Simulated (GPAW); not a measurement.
The system is GaGe3.

```xyz
4
Lattice="0.0000 3.3872 3.3872 3.3872 0.0000 3.3872 3.3872 3.3872 0.0000" Properties=species:S:1:pos:R:3 pbc="T T T"
Ge    3.3872    3.3872    3.3872
Ge    5.0808    5.0808    5.0808
Ge    1.6936    1.6936    1.6936
Ga    0.0000    0.0000    0.0000
```

The cell comes from a database or a generator and needn't be the stable form of this composition.

Base run:

* Program: GPAW 26.7.0
* Functional: LDA
* Potentials or basis: the program's PAW data sets (release 1.2.1) made for this functional
* Cutoff: 600 eV
* Basis: pw
* k mesh: 7 × 7 × 7
* Occupations: fermi-dirac, width 0.05 eV
* Spin: no spin polarisation

Its results: pressure -5.7 GPa.

Q: After a change of settings the same cell gave: pressure -4.7 GPa. Which change was it?
A. functional from LDA to PBE; potentials or basis from the program's PAW data sets (release 1.2.1) made for this functional to GPAW PAW data sets (gpaw-data 1.2.1)
B. functional from LDA to r2SCAN; potentials or basis from the program's PAW data sets (release 1.2.1) made for this functional to GPAW PAW data sets (gpaw-data 1.2.1)
C. cutoff from 600 eV to 450 eV; k mesh from 7 × 7 × 7 to 6 × 6 × 6
D. functional from LDA to RPBE; occupations from fermi-dirac, width 0.05 eV to gaussian, width 0.1 eV

A: C.

Caveats: the cutoff is short for stress and forces, so pressures can be off by a GPa or more (some runs).

Not every run made on this cell is shown here.
